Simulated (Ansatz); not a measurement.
# CH9B2NOSi: the cost of one run

Program: Ansatz 0.2.0. Level of theory: UKS PBE/STO-3G. These are calculated values, not measurements.

## Step 1: The system as given

Bond lengths: B1–O2 1.490 Å, O2–C3 1.442 Å, C3–B4 1.666 Å, C3–N5 1.483 Å, C3–Si6 1.874 Å, B1–H7 1.149 Å, B1–H8 1.168 Å, B4–H9 1.114 Å, B4–H10 1.209 Å, N5–H11 1.030 Å, N5–H12 1.012 Å, Si6–H13 1.498 Å, Si6–H14 1.492 Å, Si6–H15 1.442 Å. Angles (14 of 22 angles, heavy atoms first): B1–O2–C3 114.4°, O2–C3–B4 104.1°, O2–C3–N5 111.7°, O2–C3–Si6 114.2°, B4–C3–N5 106.0°, B4–C3–Si6 107.3°, N5–C3–Si6 112.8°, O2–B1–H7 120.8°, O2–B1–H8 116.4°, C3–B4–H9 122.5°, C3–B4–H10 116.1°, C3–N5–H11 108.4°, C3–N5–H12 108.1°, C3–Si6–H13 110.6°.

Coordinates:

```xyz
15

B     0.0804   -2.1560    0.4620
O     0.7170   -0.8551    0.8101
C     0.3144    0.2476   -0.0279
B     1.3139    1.4968    0.4376
N     0.6184   -0.0096   -1.4567
Si   -1.4504    0.8150    0.2468
H     0.5501   -2.8500   -0.3236
H    -0.9497   -2.3812    0.9651
H     1.9667    2.0408   -0.2820
H     1.2090    1.8631    1.5851
H     1.5323   -0.4804   -1.5152
H    -0.0886   -0.6351   -1.8210
H    -2.4183   -0.2286   -0.2211
H    -1.7068    1.0756    1.6936
H    -1.7104    2.0064   -0.5234
```

## Step 2: Relaxing the start

The input, input.yaml:

```yaml
crystal:
  periodic: [false, false, false]
  atoms:
    - { symbol: B, position_ang: [0.0804, -2.156, 0.462] }
    - { symbol: O, position_ang: [0.717, -0.8551, 0.8101] }
    - { symbol: C, position_ang: [0.3144, 0.2476, -0.0279] }
    - { symbol: B, position_ang: [1.3139, 1.4968, 0.4376] }
    - { symbol: "N", position_ang: [0.6184, -0.0096, -1.4567] }
    - { symbol: Si, position_ang: [-1.4504, 0.815, 0.2468] }
    - { symbol: H, position_ang: [0.5501, -2.85, -0.3236] }
    - { symbol: H, position_ang: [-0.9497, -2.3812, 0.9651] }
    - { symbol: H, position_ang: [1.9667, 2.0408, -0.282] }
    - { symbol: H, position_ang: [1.209, 1.8631, 1.5851] }
    - { symbol: H, position_ang: [1.5323, -0.4804, -1.5152] }
    - { symbol: H, position_ang: [-0.0886, -0.6351, -1.821] }
    - { symbol: H, position_ang: [-2.4183, -0.2286, -0.2211] }
    - { symbol: H, position_ang: [-1.7068, 1.0756, 1.6936] }
    - { symbol: H, position_ang: [-1.7104, 2.0064, -0.5234] }
magnetization:
  spin_polarized: true
basis:
  gaussian: { orbitals: STO-3G }
hamiltonian:
  xc: pbe
relax:
  f_tol: 0.02
  max_steps: 40
```

Started as:

```console
$ ansatz run input.yaml --threads 1 --pin off --max-ram 2048MiB --backend cpu --events-out ev --progress --plain --runs-dir out
```

Q: Estimate wall time and peak memory on 1 thread of Arm Neoverse V2, shared host.

About 3.3 min, with a peak of 0.2 GiB.
